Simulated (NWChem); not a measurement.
# One shape, several levels: doublet [Si2H2OF2]+

We compute a comparison of 3 runs (UHF/3-21G, UB3LYP/6-31G*, UPBE0/def2-SVP) of doublet [Si2H2OF2]+. 

The results are computed with NWChem 7.3.0.

## (1) The molecule

[Si2H2OF2]+: 7 atoms, total charge +1, spin state doublet. SMILES of the parent species: `F[Si]1(F)O[SiH2]1`. Geometry: relaxed at PBE0-D4/def2-TZVP. That shape belongs to the parent species and isn't relaxed for this state.

Bond lengths: F1–Si2 1.578 Å, Si2–F3 1.578 Å, Si2–O4 1.648 Å, Si2–Si5 2.174 Å, O4–Si5 1.718 Å, Si5–H6 1.482 Å, Si5–H7 1.482 Å. Some angles: F1–Si2–F3 105.1°, F1–Si2–O4 114.7°, F1–Si2–Si5 127.3°, F3–Si2–O4 114.7°, F3–Si2–Si5 127.3°, O4–Si2–Si5 51.2°, Si2–O4–Si5 80.4°, Si2–Si5–O4 48.4°, Si2–Si5–H6 124.7°, Si2–Si5–H7 124.7°.

## (2) The energy at UHF/3-21G (run 1)

Contents of input.nw:

```
echo
start input
memory total 2200 mb
charge 1

geometry noautosym nocenter noautoz
 F        0.424200      -1.612100       1.693800
 Si       0.037900      -1.026000       0.280100
 F       -0.194200      -2.288000      -0.639100
 O        1.103500       0.077900      -0.322100
 Si      -0.304800       1.058600      -0.232800
 H       -0.202300       2.188800       0.720000
 H       -0.802800       1.532800      -1.545500
end

basis spherical bse
 * library 3-21G
end

scf
 nopen 1
 uhf
 thresh 1e-08
 maxiter 80
end

task scf energy
```

Started as:

```console
$ nwchem input.nw > input.out
```

Output:

```text
[...]
  functions       =    57
[...]
  wavefunction    = UHF
[...]
         Total SCF energy =   -847.982805721942
      One electron energy =  -1782.045627585049
      Two electron energy =    624.386272991457
 Nuclear repulsion energy =    309.676548871651
                       Sz =      0.5000
                 Sz(Sz+1) =      0.7500
                      S^2 =      0.7678
[...]
```

Run time: 3.9 s. Hardware: 1 thread of AMD EPYC 9R45 (Zen 5), shared host; peak memory 0.1 GiB.

## (3) A single-point energy at UB3LYP/6-31G(d) (spherical functions) (run 2)

Contents of sp.nw:

```
start sp
memory stack 880 mb heap 220 mb global 1100 mb
charge 1

geometry noautosym nocenter noautoz
  F      0.424200    -1.612100     1.693800
  Si     0.037900    -1.026000     0.280100
  F     -0.194200    -2.288000    -0.639100
  O      1.103500     0.077900    -0.322100
  Si    -0.304800     1.058600    -0.232800
  H     -0.202300     2.188800     0.720000
  H     -0.802800     1.532800    -1.545500
end

basis "ao basis" spherical bse
  * library 6-31G*
end

dft
  xc b3lyp
  mult 2
  grid xfine
  convergence energy 1e-08
  iterations 100
  mulliken
  print low
end

task dft
```

Started as:

```console
$ nwchem sp.nw > sp.out
```

Output:

```text
[...]
 d= 0,ls=0.0,diis     1   -854.6330527352 -1.16D+03  1.62D-02  5.65D-01     2.9
[...]
 d= 0,ls=0.0,diis    13   -854.8638935225 -2.09D-10  7.85D-08  1.42D-11    34.7
[...]
         Total DFT energy =     -854.863893522522
      One electron energy =    -1788.951894515554
           Coulomb energy =      696.421952358569
    Exchange-Corr. energy =      -72.010500237189
 Nuclear repulsion energy =      309.676548871651
[...]
      Total Density - Mulliken Population Analysis
     ---------------------------------------------
    Atom       Charge   Shell Charges
 -----------   ------   -------------------------------------------------------
    1 F    9     9.28   2.00  0.94  3.30  1.02  2.01  0.02
    2 Si  14    12.80   2.00  2.00  5.96  0.83  1.39  0.01  0.17  0.43
    3 F    9     9.28   2.00  0.94  3.30  1.02  2.01  0.02
    4 O    8     8.40   2.00  0.93  2.85  0.95  1.65  0.02
    5 Si  14    13.37   2.00  2.00  5.96  1.09  1.74  0.21  0.17  0.20
    6 H    1     0.94   0.49  0.45
    7 H    1     0.94   0.49  0.45
[...]
      <S2> =      0.7527 (Exact =     0.7500)
[...]
```

Run time: 35 s. Hardware: 1 thread of AMD EPYC 9R45 (Zen 5), shared host; peak memory 0.14 GiB.

## (4) A single-point energy at UPBE0/def2-SVP (run 3)

Contents of mymol.xyz:

```xyz
7

F      0.424200    -1.612100     1.693800
Si     0.037900    -1.026000     0.280100
F     -0.194200    -2.288000    -0.639100
O      1.103500     0.077900    -0.322100
Si    -0.304800     1.058600    -0.232800
H     -0.202300     2.188800     0.720000
H     -0.802800     1.532800    -1.545500
```

Contents of mymol.nw:

```
START mymol
memory stack 880 mb heap 220 mb global 1100 mb
charge 1

GEOMETRY noautosym nocenter noautoz
load mymol.xyz
END

BASIS spherical bse
F library def2-SVP
Si library def2-SVP
O library def2-SVP
H library def2-SVP
END

DFT
xc pbe0
mult 2
grid xfine
convergence energy 1e-08
iterations 100
mulliken
END

TASK dft
```

Started as:

```console
$ nwchem mymol.nw > mymol.out
```

Output:

```text
[...]
          Wavefunction type:  spin polarized.
          No. of atoms     :     7
          No. of electrons :    55
[...]
          Charge           :     1
          Spin multiplicity:     2
[...]
          AO basis - number of functions:    88
[...]
              XC Information
              --------------
                         PBE0 Method XC Functional
                     Hartree-Fock (Exact) Exchange  0.250
          PerdewBurkeErnzerhof Exchange Functional  0.750
            Perdew 1991 LDA Correlation Functional  1.000 local
           PerdewBurkeErnz. Correlation Functional  1.000 non-local
[...]
 d= 0,ls=0.0,diis     1   -853.7133095449 -1.16D+03  1.34D-02  5.81D-01     2.7
[...]
 d= 0,ls=0.0,diis    12   -853.9528818917 -7.19D-09  2.97D-07  3.19D-10    30.8
[...]
         Total DFT energy =     -853.952881891733
      One electron energy =    -1788.159250624207
           Coulomb energy =      695.932889992717
    Exchange-Corr. energy =      -71.403070131894
 Nuclear repulsion energy =      309.676548871652
[...]
      Total Density - Mulliken Population Analysis
     ---------------------------------------------
    Atom       Charge   Shell Charges
 -----------   ------   -------------------------------------------------------
    1 F    9     9.22   1.99  1.14  0.78  3.33  1.97  0.01
    2 Si  14    12.96   2.00  1.98  0.91 -0.01  5.93  1.16  0.38  0.61
    3 F    9     9.22   1.99  1.14  0.78  3.33  1.97  0.01
    4 O    8     8.31   1.99  1.12  0.72  2.79  1.68  0.01
    5 Si  14    13.46   2.00  1.98  1.14  0.16  5.93  1.24  0.76  0.26
    6 H    1     0.91   0.71  0.20  0.01
    7 H    1     0.91   0.71  0.20  0.01
[...]
      <S2> =      0.7536 (Exact =     0.7500)
[...]
```

Run time: 32 s. Hardware: 1 thread of AMD EPYC 9R45 (Zen 5), shared host; peak memory 0.14 GiB.

## (5) All runs side by side

```csv
run,level,iteration cap,module,energy (Eh),HOMO energy (eV),LUMO energy (eV),⟨S²⟩,wall time
1,UHF/3-21G,80,scf,-847.982806,-18.70,-8.05,0.768,3.9 s
2,UB3LYP/6-31G* (spherical functions),100,dft,-854.863894,–,–,0.753,35 s
3,UPBE0/def2-SVP,100,dft,-853.952882,-15.69,-12.15,0.754,32 s
```

## (6) Results

```
                                 quantity          value
                      run 3: total energy  -853.95288 Eh
run 3: HOMO energy (highest over α and β)      -15.69 eV
 run 3: LUMO energy (lowest over α and β)      -12.15 eV
                              run 3: ⟨S²⟩          0.754
```

**Reading.** Totals of different functionals can't be ranked against each other. All runs together took 71 s, the longest 35 s.
